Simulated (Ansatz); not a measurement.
# LiCl: properties at the relaxed cell

An exercise on one series of results from a longer session: the logs are not shown, and one member is left open.

The COD entry's cell or inner coordinates are ideal or old and differ from later refinements, so a difference from it is no clean test against experiment.

Computed with Ansatz 0.2.0 (DFT PBE, scalar-relativistic, plane waves, PAW, unless a step's input says otherwise).

## Starting point

It takes space group Fm-3m (No. 225, cubic). Conventional cell: a = 5.150 Å, b = 5.150 Å, c = 5.150 Å, α = 90.00°, β = 90.00°, γ = 90.00°. Li (site symmetry m-3m) has 6 Cl at 2.58 Å as nearest neighbours. Cl (site symmetry m-3m) has 6 Li at 2.58 Å as nearest neighbours.

Structure file:

```cif
data_structure
_symmetry_space_group_name_H-M 'P 1'
_symmetry_Int_Tables_number 1
_cell_length_a 3.6418
_cell_length_b 3.6418
_cell_length_c 3.6418
_cell_angle_alpha 60.000
_cell_angle_beta 60.000
_cell_angle_gamma 60.000
_cell_volume 34.15
loop_
_atom_site_label
_atom_site_type_symbol
_atom_site_fract_x
_atom_site_fract_y
_atom_site_fract_z
_atom_site_occupancy
Li1 Li 0.00000 0.00000 0.00000 1
Cl1 Cl 0.50000 0.50000 0.50000 1
```

It is the result of an earlier relaxation at this level (volume 17.08 Å³/atom; gap on the mesh: 6.26 eV).

The first run:

input.yaml

```yaml
crystal:
  lattice:
    - [0.0, 2.5751358841, 2.5751358841]
    - [2.5751358841, 0.0, 2.5751358841]
    - [2.5751358841, 2.5751358841, 0.0]
  atoms:
    - { symbol: Li, position: [0.0, 0.0, 0.0] }
    - { symbol: Cl, position: [0.5, 0.5, 0.5] }
basis:
  ecutwfc: 420
kpoints:
  mp_grid: { grid: [8, 8, 8] }
  band_path:
    path:
      - [[0.0, 0.0, 0.0], [0.5, 0.0, 0.5], [0.625, 0.25, 0.625]]
      - [[0.375, 0.375, 0.75], [0.0, 0.0, 0.0], [0.5, 0.5, 0.5], [0.5, 0.25, 0.75], [0.5, 0.0, 0.5]]
    npoints: 14
hamiltonian:
  xc: pbe
scf:
  occupations: { method: gaussian, width: 0.02 }
  n_extra_bands: 6
output:
  forces: true
  stress: true
  eigenvalues: true
  populations: true
  dos: { projected: true, de: 0.02, nscf_kmesh: { grid: [12, 12, 12] } }
  bader: true
  write_density: true
  write_potential: true
  elf: true
  volumetric_format: npy
```

Launch:

```console
ansatz run input.yaml --threads 1 --pin off --max-ram 2560MiB --backend cpu --events-out ev --progress --plain --runs-dir out
```

Steps of the session up to this table: Bands, states and charges; Band edges anywhere in the zone; Eigenvalues a small step from each edge; The cell as listed, for comparison; Point at V/V0 = 0.97; The cell scaled to 1.03 of its volume; Volume × 0.94; Point at V/V0 = 1.06; Volume × 0.91; Point at V/V0 = 1.10; Volume × 0.88.

One table of the session follows, with a row left open; its other results are not shown here.

It belongs to the step «Energy against volume». 

| volume (Å³/atom) | energy above the lowest point (meV/atom) | pressure (GPa) | gap on the mesh (eV) |
| --- | --- | --- | --- |
| 15.027 | 30.6 | 5.36 | 6.85 |
| 15.540 | 16.2 | 3.68 | 6.82 |
| 16.052 | 6.8 | 2.25 | 6.62 |
| 16.564 | 1.6 | 1.04 | 6.43 |
| 17.077 | 0.0 | 0.00 | 6.26 |
| 17.589 | ? | ? | ? |
| 18.101 | 5.5 | -1.63 | 5.95 |
| 18.784 | 14.3 | -2.46 | 5.76 |

Q: Estimate the row for volume (Å³/atom) = 17.589 from the others.

Worked estimate for «energy above the lowest point (meV/atom)». A straight line through the neighbours (17.077, 0.0) and (18.101, 5.5) gives 0.0 + (5.5 − 0.0) × (17.589 − 17.077) / (18.101 − 17.077) = 2.7; a parabola fitted to 4 rows on both sides gives 1.5.

As computed: energy above the lowest point (meV/atom): 1.4; pressure (GPa): -0.88; gap on the mesh (eV): 6.10. In «energy above the lowest point (meV/atom)» the line misses by +1.3 and the parabola by +0.1.
